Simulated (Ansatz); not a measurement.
# AlF2H2N: the cost of one run

Program: Ansatz 0.2.0. Level of theory: RHF/STO-3G. These are calculated values, not measurements.

### Step 1. The system as given

Bond lengths: Al1–N2 1.920 Å, N2–H3 1.060 Å, N2–H4 1.060 Å, Al1–F5 1.690 Å, Al1–F6 1.690 Å. Angles: Al1–N2–H3 120.0°, Al1–N2–H4 120.0°, H3–N2–H4 120.0°, N2–Al1–F5 120.0°, N2–Al1–F6 120.0°, F5–Al1–F6 120.0°.

Structure file:

```xyz
6

Al    0.0000    0.0000    0.0000
N     0.0000    0.0000    1.9200
H    -0.8770   -0.2713    2.4500
H     0.8770    0.2713    2.4500
F     1.4635    0.0000   -0.8450
F    -1.4635    0.0000   -0.8450
```

### Step 2. Preparing the start

input.yaml reads:

```yaml
crystal:
  periodic: [false, false, false]
  atoms:
    - { symbol: Al, position_ang: [0.0, 0.0, 0.0] }
    - { symbol: "N", position_ang: [0.0, 0.0, 1.92] }
    - { symbol: H, position_ang: [-0.877, -0.2713, 2.45] }
    - { symbol: H, position_ang: [0.877, 0.2713, 2.45] }
    - { symbol: F, position_ang: [1.4635, 0.0, -0.845] }
    - { symbol: F, position_ang: [-1.4635, 0.0, -0.845] }
basis:
  gaussian: { orbitals: STO-3G }
hamiltonian:
  xc: hf
relax:
  f_tol: 0.02
  max_steps: 40
output:
  orbitals: {}
```

Run with:

```console
ansatz run input.yaml --threads 1 --pin off --max-ram 2048MiB --backend cpu --events-out ev --progress --plain --runs-dir out
```

Q: Estimate wall time and peak memory on 1 thread of Arm Neoverse V1, shared host.

About 3.3 s, with a peak of 0.1 GiB.
